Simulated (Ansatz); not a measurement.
# CH6BNO2: the cost of one run

Program: Ansatz 0.2.0. Level of theory: RKS PBE0/6-31G. These are calculated values, not measurements.

### 1 Starting point

Bond lengths: N1–C2 1.413 Å, C2–B3 1.588 Å, B3–O4 1.523 Å, B3–O5 1.469 Å, N1–H6 1.073 Å, N1–H7 1.091 Å, C2–H8 1.111 Å, C2–H9 1.140 Å, O4–H10 0.939 Å, O5–H11 0.976 Å. Angles: N1–C2–B3 108.5°, N1–C2–H8 110.6°, N1–C2–H9 112.4°, B3–C2–H8 108.3°, B3–C2–H9 111.4°, H8–C2–H9 105.5°, C2–N1–H6 108.9°, C2–N1–H7 106.7°, H6–N1–H7 100.9°, C2–B3–O4 120.3°, C2–B3–O5 121.0°, O4–B3–O5 118.3°, B3–O4–H10 105.0°, B3–O5–H11 102.8°.

Coordinates:

```xyz
11

N    -1.4862   -0.0291    0.5751
C    -0.1094    0.2392    0.7475
B     0.6652   -0.2520   -0.5484
O     1.5823    0.7008   -1.3043
O     0.6362   -1.6625   -0.9591
H    -2.0116    0.2615    1.4638
H    -1.8619    0.7063   -0.1373
H     0.2902   -0.3149    1.6231
H     0.0958    1.3398    0.9634
H     2.4058    0.6534   -0.8553
H    -0.1409   -1.6997   -1.5479
```

### 2 Relaxing the start

Contents of input.yaml:

```yaml
crystal:
  periodic: [false, false, false]
  atoms:
    - { symbol: "N", position_ang: [-1.4862, -0.0291, 0.5751] }
    - { symbol: C, position_ang: [-0.1094, 0.2392, 0.7475] }
    - { symbol: B, position_ang: [0.6652, -0.252, -0.5484] }
    - { symbol: O, position_ang: [1.5823, 0.7008, -1.3043] }
    - { symbol: O, position_ang: [0.6362, -1.6625, -0.9591] }
    - { symbol: H, position_ang: [-2.0116, 0.2615, 1.4638] }
    - { symbol: H, position_ang: [-1.8619, 0.7063, -0.1373] }
    - { symbol: H, position_ang: [0.2902, -0.3149, 1.6231] }
    - { symbol: H, position_ang: [0.0958, 1.3398, 0.9634] }
    - { symbol: H, position_ang: [2.4058, 0.6534, -0.8553] }
    - { symbol: H, position_ang: [-0.1409, -1.6997, -1.5479] }
basis:
  gaussian: { orbitals: "6-31G" }
hamiltonian:
  xc: pbe0
relax:
  f_tol: 0.02
  max_steps: 40
scf:
  lower_state_search: "off"
```

Launch:

```bash
$ ansatz run input.yaml --threads 1 --pin off --max-ram 2048MiB --backend cpu --events-out ev --progress --plain --runs-dir out
```

What time and memory should one allow on 1 thread of AMD EPYC 9R45 (Zen 5), shared host?

About 21 s, with a peak of 0.16 GiB.
